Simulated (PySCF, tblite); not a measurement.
**C₇H₇BF₂: geometry, infrared bands and NMR shifts**

Aim: predict the infrared bands and NMR shifts of C₇H₇BF₂ (`FB(F)C#C[C@@H]1C[C@@H]2C[C@@H]21`).

The runs use tblite 0.8.0 and PySCF 2.14.0, with density-fitted response routines of our own; the level of theory stands in each step. All values are computed, except where a source is named. Atoms count from 0, in the outputs and in this text.

## 1. The starting structure

17 atoms, charge 0, multiplicity 1; geometry from: force field or distance geometry start.

Bonds of the start (Å): F0–B1 1.48, B1–F2 1.43, B1–C3 1.54, C3–C4 1.20, C4–C5 1.49, C5–C6 1.51, C6–C7 1.51, C7–C8 1.51, C8–C9 1.50, C9–C5 1.52, C9–C7 1.49, C5–H10 1.09, C6–H11 1.10, C6–H12 1.10, C7–H13 1.09, C8–H14 1.13, C8–H15 1.10, C9–H16 1.08.

## 2. Optimising the geometry with GFN2-xTB

The job: settings as JSON, then the geometry in Å.

```
{"job": {"kind": "relax", "xc": "GFN2-xTB", "basis": "xTB"}, "charge": 0, "multiplicity": 1}
F      4.090500     0.245000     1.818500
B      3.251400     1.197300     1.057100
F      3.792900     2.488200     0.772300
C      2.004100     0.729900     0.290000
C      1.034200     0.335100    -0.300300
C     -0.148300    -0.146000    -1.072100
C     -1.354000     0.723700    -0.781100
C     -1.960100    -0.400000     0.022500
C     -1.109200    -1.002600     1.110900
C     -0.823000    -1.289800    -0.338300
H      0.015900    -0.306000    -2.138500
H     -1.919200     1.014400    -1.682500
H     -1.091900     1.587400    -0.154800
H     -2.991000    -0.729600    -0.135700
H     -0.320400    -0.342900     1.574200
H     -1.547200    -1.820300     1.702700
H     -0.931700    -2.271500    -0.776700
```

Launch:

```console
> OMP_NUM_THREADS=1 python probes_run.py task.json out
```

This one command runs all jobs of the session in turn.

**Question.** This job is followed by: GFN2-xTB harmonic vibrations, gas phase; GIAO PBE0/pcSseg-1 NMR shielding, non-relativistic, gas phase. Predict these results of the whole session: strongest single infrared mode (GFN2-xTB); zero-point energy (GFN2-xTB); ¹³C shifts against TMS (PBE0/pcSseg-1); ¹H shifts against TMS (PBE0/pcSseg-1); ¹⁹F shifts against CFCl3 (PBE0/pcSseg-1, means over atoms taken as alike); ¹¹B shifts against BF3·OEt2 (PBE0/pcSseg-1).

As calculated:

| quantity | value |
| --- | --- |
| strongest single infrared mode (GFN2-xTB) | 1250 cm⁻¹, 398 km/mol |
| zero-point energy (GFN2-xTB) | 77.8 kcal/mol |
| ¹³C shifts against TMS (PBE0/pcSseg-1) | 118.1, 82.9, 34.2, 26.0, 19.7, 13.9, 13.9 ppm |
| ¹H shifts against TMS (PBE0/pcSseg-1) | 3.04, 2.58, 1.82, 1.54, 1.51, 0.85, 0.73 ppm |
| ¹⁹F shifts against CFCl3 (PBE0/pcSseg-1, means over atoms taken as alike) | -73.8 ppm |
| ¹¹B shifts against BF3·OEt2 (PBE0/pcSseg-1) | 15.7 ppm |

What this shows: Over 65 steps the energy fell by 1.104 eV; of the close pairs, F0–B1 changed most, 1.480 to 1.320 Å. The lowest mode is slightly imaginary (2i cm⁻¹), a soft motion within the noise of the Hessian, so the minimum is not strictly shown. The strongest single mode, at 1250 cm⁻¹, moves mainly B1. Unscaled tight-binding wavenumbers are off by several per cent, some by more. Its intensities can rank the bands wrongly.
